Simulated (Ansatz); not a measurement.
Geometry optimisation, DFT PBE, scalar-relativistic, plane waves, PAW in Ansatz 0.2.0.

The input (input.yaml):

```yaml
crystal:
  lattice:
    - [-4.9501, -4.9501, 0.0]
    - [4.9501, -4.9501, 0.0]
    - [0.0, 0.0, 6.876]
  atoms:
    - { symbol: Si, position: [0.1973, 0.5, 0.0] }
    - { symbol: Si, position: [0.0, 0.1973, 0.25] }
    - { symbol: Si, position: [0.8027, 0.5, 0.5] }
    - { symbol: Si, position: [0.0, 0.8027, 0.75] }
    - { symbol: O, position: [0.3263, 0.5651, 0.1817] }
    - { symbol: O, position: [0.9349, 0.3263, 0.4317] }
    - { symbol: O, position: [0.6737, 0.4349, 0.6817] }
    - { symbol: O, position: [0.0651, 0.6737, 0.9317] }
    - { symbol: O, position: [0.9349, 0.6737, 0.5683] }
    - { symbol: O, position: [0.6737, 0.5651, 0.3183] }
    - { symbol: O, position: [0.0651, 0.3263, 0.0683] }
    - { symbol: O, position: [0.3263, 0.4349, 0.8183] }
    - { symbol: Si, position: [0.6973, 0.0, 0.0] }
    - { symbol: Si, position: [0.5, 0.6973, 0.25] }
    - { symbol: Si, position: [0.3027, 0.0, 0.5] }
    - { symbol: Si, position: [0.5, 0.3027, 0.75] }
    - { symbol: O, position: [0.8263, 0.0651, 0.1817] }
    - { symbol: O, position: [0.4349, 0.8263, 0.4317] }
    - { symbol: O, position: [0.1737, 0.9349, 0.6817] }
    - { symbol: O, position: [0.5651, 0.1737, 0.9317] }
    - { symbol: O, position: [0.4349, 0.1737, 0.5683] }
    - { symbol: O, position: [0.1737, 0.0651, 0.3183] }
    - { symbol: O, position: [0.5651, 0.8263, 0.0683] }
    - { symbol: O, position: [0.8263, 0.9349, 0.8183] }
    - { symbol: Au, position: [0.8616503, 0.2392361, 0.8507246], spin: 1.0 }
magnetization:
  spin_polarized: true
basis:
  ecutwfc: 420.0
kpoints:
  mp_grid: { grid: [2, 2, 2] }
hamiltonian:
  xc: pbe
  pseudopotentials: { kind: paw, azcp: { folder: soft_1 } }
scf:
  occupations: { method: gaussian, width: 0.05 }
  lower_state_search: "off"
relax:
  f_tol: 0.03
  max_steps: 60
  adjacent_minimum: "off"
```

Run as:

```bash
$ ansatz run input.yaml --threads 4 --pin off --max-ram 10240MiB --backend cpu --events-out ev --progress --plain --runs-dir out
```

Problem. Where does it end, and by what steps?

Solution. It converged. The force dipped under the threshold on the way, but the program's further checks kept it going. Limits of this set-up: coarse k mesh. After 9 steps the energy has fallen by 3.944 eV; Au25 moved furthest, 1.14 Å. Parted: O7–Au25, O11–Au25, Si16–Au25, O20–Au25, O24–Au25.

```csv
step,energy less start (eV),largest force component (eV/Å),accepted
0,0.0000,6.428,yes
1,-1.7672,2.880,yes
2,-2.8017,1.247,yes
3,-3.3460,0.689,yes
4,-3.6543,0.282,yes
5,-3.8091,0.173,yes
6,-3.9055,0.087,yes
7,-3.9389,0.026,yes
8,-3.9413,0.074,yes
9,-3.9441,0.010,yes
```

```xyz
25
Lattice="-4.9501 -4.9501 0.0000 4.9501 -4.9501 0.0000 0.0000 0.0000 6.8760" Properties=species:S:1:pos:R:3
Si 1.499 -3.513 0.291
Si 0.849 -0.799 1.741
Si -1.387 -6.409 3.202
Si 3.762 -3.708 5.192
O 1.545 -4.553 1.538
O -2.733 -5.725 2.607
O -0.761 -5.475 4.360
O 2.997 -3.251 6.567
O -1.653 -7.900 3.817
O -0.339 -6.469 1.963
O 0.802 -2.164 0.870
O 0.583 -4.143 5.997
Si -3.502 -3.434 -0.237
Si 1.238 -6.135 1.752
Si -1.451 -1.387 3.732
Si -0.802 -4.090 5.178
O -4.161 -4.390 0.884
O 2.027 -6.600 3.096
O 3.403 -5.295 4.991
O -2.036 -3.991 6.220
O -0.886 -2.855 4.133
O -0.505 -0.720 2.606
O 1.717 -6.918 0.410
O 0.395 -8.280 5.390
Au -3.685 -6.151 5.185
```

The run took 2.3 min on 4 threads of Arm Neoverse V1, with other jobs on the host, peak memory 1.2 GiB.
